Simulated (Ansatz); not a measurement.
# BiAsS: the cost of one run

Method: DFT PBE, scalar-relativistic, plane waves, PAW, in Ansatz 0.2.0.

3 further runs of the same task are left out: 2 that didn't finish, 1 set aside as unsound or not needed.

## 1. The structure to begin with

It takes space group P4/nmm (No. 129, tetragonal). The conventional cell has a = 5.043 Å, b = 5.043 Å, c = 6.307 Å, α = 90.00°, β = 90.00°, γ = 90.00°. Around Bi (site symmetry 4mm) lie 4 S at 2.67 Å and 4 As at 3.41 Å. Around As (site symmetry -4m2) lie 2 S at 3.15 Å and 4 Bi at 3.41 Å and 4 As at 3.57 Å. S (site symmetry -4m2) has 4 Bi at 2.67 Å as nearest neighbours.

Coordinates:

```cif
data_structure
_symmetry_space_group_name_H-M 'P 1'
_symmetry_Int_Tables_number 1
_cell_length_a 5.0426
_cell_length_b 5.0426
_cell_length_c 6.3070
_cell_angle_alpha 90.000
_cell_angle_beta 90.000
_cell_angle_gamma 90.000
_cell_volume 160.37
loop_
_atom_site_label
_atom_site_type_symbol
_atom_site_fract_x
_atom_site_fract_y
_atom_site_fract_z
_atom_site_occupancy
Bi1 Bi 0.50000 0.00000 0.36298 1
Bi2 Bi 0.00000 0.50000 0.63702 1
As1 As 0.50000 0.50000 0.00000 1
As2 As 0.00000 0.00000 0.00000 1
S1 S 0.50000 0.50000 0.50000 1
S2 S 0.00000 0.00000 0.50000 1
```

Recipe of the guess: random cell by space group and Wyckoff sites (P4/nmm, No. 129). The dimensions are guesses.

## 2. Probe: one point on a coarse mesh

The input, input.yaml:

```yaml
crystal:
  lattice:
    - [5.04260313, 0.0, 0.0]
    - [0.0, 5.04260313, 0.0]
    - [0.0, 0.0, 6.30700045]
  atoms:
    - { symbol: Bi, position: [0.5, 0.0, 0.3629832] }
    - { symbol: Bi, position: [0.0, 0.5, 0.6370168] }
    - { symbol: As, position: [0.5, 0.5, 0.0] }
    - { symbol: As, position: [0.0, 0.0, 0.0] }
    - { symbol: S, position: [0.5, 0.5, 0.5] }
    - { symbol: S, position: [0.0, 0.0, 0.5] }
basis:
  ecutwfc: 420
kpoints:
  mp_grid: { grid: [4, 4, 4] }
hamiltonian:
  xc: pbe
scf:
  occupations: { method: gaussian, width: 0.1 }
  lower_state_search: "off"
output:
  forces: true
  stress: true
  eigenvalues: true
```

Started as:

```sh
$ ansatz run input.yaml --threads 1 --pin off --max-ram 2560MiB --backend cpu --events-out ev --progress --plain --runs-dir out
```

Q: Estimate wall time and peak memory on 1 thread of AMD EPYC 9R45 (Zen 5), shared host.

About 2.3 s, with a peak of 0.51 GiB.
